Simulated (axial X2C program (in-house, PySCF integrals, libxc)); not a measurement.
**A two-component session on Se₂⁻: properties at the nuclei**

Wanted for Se₂⁻: properties at the nuclei, at the two-component level.

The runs use an in-house X2C program for linear molecules on PySCF integrals; two-component X2C with atomic mean-field terms, Se dyall-acv3z.

All values are calculated.

## 1. The job

The input, task.json:

```json
{
 "zs": [
  34,
  34
 ],
 "q": -1,
 "bas": [
  "dyall-acv3z",
  "dyall-acv3z"
 ],
 "r0": 2.14,
 "levels": [
  "PBE0",
  "HF",
  "PBE50",
  "LDA",
  "B3LYP"
 ],
 "nst": 3
}
```

Keys: zs atomic numbers; q charge; bas basis sets; r0 starting distance in Å; levels methods (HF also brings MP2); nst determinants followed.

The run is started by

```bash
$ python soeom.py task.json out
```

The runs that follow: Expectation values, lowest determinant; Expectation values, a higher determinant; Expectation values, a higher determinant.

Q: Predict the outcome of this session. Wanted: lowest determinant; A∥/gI Se; qzz Se; higher determinant (for each run or level that gives them).

The runs gave:

| quantity | value |
| --- | --- |
| lowest determinant | Ω = 3/2 (excess of +ω over −ω: ω = 3/2) |
| A∥/gI Se (MHz), PBE0 | 233 |
| qzz Se (a.u.), PBE0 | 4.68 |
| higher determinant | Ω = 1/2 (excess of +ω over −ω: ω = 1/2) |
| A∥/gI Se (MHz), PBE0, higher determinant | 1290 |
| qzz Se (a.u.), PBE0, higher determinant | 4.55 |
| higher determinant | Ω = 1/2 (excess of +ω over −ω: 2 × ω = -1/2, ω = 3/2) |
| A∥/gI Se (MHz), PBE0, higher determinant | -1520 |
| qzz Se (a.u.), PBE0, higher determinant | 1.12 |

In words: The expectation values come from single determinants, which for open shells can mix terms of unlike spin or miss the lowest Ω, so a determinant need not be a state. A∥ is the parallel hyperfine constant, which follows by multiplying with the nuclear g factor gI = μI/(I μN); qzz is the electric field gradient, eQq0 = 234.96 MHz × Q/barn × qzz. The operators were transformed with the bare-nucleus X2C matrices.
